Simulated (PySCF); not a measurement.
# [Eu(H2O)]3+: other functionals and bases at one geometry

One table from this session's results is given with a row withheld; the runs are named, their logs left out.

The runs use PySCF 2.14.0; several levels, as the steps say, no spin–orbit coupling.

4 further runs of the same task are left out: 2 for a known fault of the program, 1 that didn't finish, 1 set aside as unsound or not needed.

## Starting geometry

4 atoms, charge 3, spin multiplicity 1.

Bond lengths: Eu1–O2 2.225 Å, O2–H3 1.012 Å, O2–H4 1.012 Å. Angles: Eu1–O2–H3 128.8°, Eu1–O2–H4 128.8°, H3–O2–H4 102.4°.

As a file:

| atom | x (Å) | y (Å) | z (Å) |
| --- | --- | --- | --- |
| Eu1 | 0.0000 | 0.0000 | -0.0963 |
| O2 | 0.0000 | 0.0000 | 2.1291 |
| H3 | 0.7887 | 0.0000 | 2.7635 |
| H4 | -0.7887 | 0.0000 | 2.7635 |

Formal oxidation states: Eu +3. Each metal's 6 4f electrons lie in its core potential, so multiplicities, spins and levels count the valence alone. An earlier session relaxed this geometry at TPSS, Eu lcecp-1-SVP with ECP52, O def2-SVP, H def2-SVP (singlet, point group C2v).

At TPSS on the finer grid: E = -110.366280 Eh, HOMO -26.24 eV, LUMO -21.32 eV, Mulliken charge on Eu1 +2.53 e, largest force component 0.005 eV/Å. 

Levels to run: PBE; BP86; r2SCAN; BLYP; TPSS, TZVP. Hardware: 2 threads of AMD EPYC 9R45 (Zen 5), shared host.

The first run:

File run.py (the lines that set the calculation):

```python
mol = gto.M(atom='''
Eu     0.00000     0.00000    -0.09627
O      0.00000     0.00000     2.12908
H      0.78870     0.00000     2.76351
H     -0.78870     0.00000     2.76351''',
    basis={'Eu': 'lcecp-1-SVP', 'O': 'def2-SVP', 'H': 'def2-SVP'},
    ecp={'Eu': 'lcecp-1-SVP'},
    charge=3, spin=0)
mf = dft.RKS(mol, xc='PBE')
mf.grids.atom_grid = (75, 302)  # f atoms: unpruned, at least (60, 302)
mf = mf.density_fit()  # fitting sets: Eu AutoAux, O def2-universal-JKFIT, H def2-universal-JKFIT
mf.conv_tol = 1e-08; mf.max_cycle = 55
mf.kernel(dm0)  # dm0: the density of the relaxed state
```

Run with:

```console
$ OMP_NUM_THREADS=2 python run.py
```

Among the steps run: PBE; BP86; r2SCAN; BLYP; TPSS, TZVP.

One of the session's tables, all rows but one given; the rest of the session is left out.

```
              level  HOMO (eV)  gap (eV)  charge on Eu1 (e)  dipole (D)  largest force component (eV/Å)
TPSS (relaxed here)     -26.24      4.92               2.53        3.30                            0.00
                PBE     -26.23      4.65               2.50        3.43                            0.16
               BP86     -26.32      4.82               2.51        3.39                            0.20
             r2SCAN     -26.46      5.62               2.56        3.11                            0.30
               BLYP          ?         ?                  ?           ?                               ?
         TPSS, TZVP     -26.24      4.92               2.61        3.32                            0.26
```

Q: Estimate the row for BLYP from the others.

The run gave: HOMO (eV): -26.11; gap (eV): 4.53; charge on Eu1 (e): 2.50; dipole (D): 3.43; largest force component (eV/Å): 0.14. In the column «HOMO (eV)» it is the highest.

The dipole of a charged species depends on the origin, so these sizes hold for this origin alone.

In one basis the gap runs from 4.53 eV (BLYP) to 5.62 eV (r2SCAN). The largest leftover force, 0.30 eV/Å with r2SCAN, stands at a geometry relaxed at another level. With 4f in the core, its levels are missing from HOMO and gap, and its count is fixed, so no charge can pass from the ligands into it. Total energies of different levels can't be compared.
